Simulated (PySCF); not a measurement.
# GeCl5−: magnetic properties

Programs: PySCF 2.14.0, with routines of our own; each step states its level. All values are computed. Atoms count from 0.

### 1 The system as given

6 atoms, charge -1, multiplicity 1; geometry from: GFN2-xTB.

### 2 Magnetic properties: GIAO B3LYP/def2-SVP

The job: settings as JSON, then the geometry in Å.

```
{"job": {"kind": "mag", "xc": "B3LYP", "basis": "def2-SVP"}, "charge": -1, "multiplicity": 1}
Ge     0.000830     0.001960     0.000040
Cl    -0.017430    -0.004740     2.314310
Cl     0.020710     0.009500    -2.313890
Cl     2.231200     0.004250     0.017020
Cl    -1.132220     1.923390    -0.002940
Cl    -1.103090    -1.934350    -0.014540
```

Method: GIAO B3LYP/def2-SVP magnetisability, rotational g tensor and spin-rotation constants, non-relativistic, gas phase.

Started as:

```console
> OMP_NUM_THREADS=1 python excited_run.py task.json out
```

This one command runs all jobs of the session in turn.

Q: Estimate the wall time and peak memory of this first job on 1 thread of Intel Xeon Platinum 8375C at 2.90GHz, shared host.

About 17 s, with a peak of 0.71 GiB.
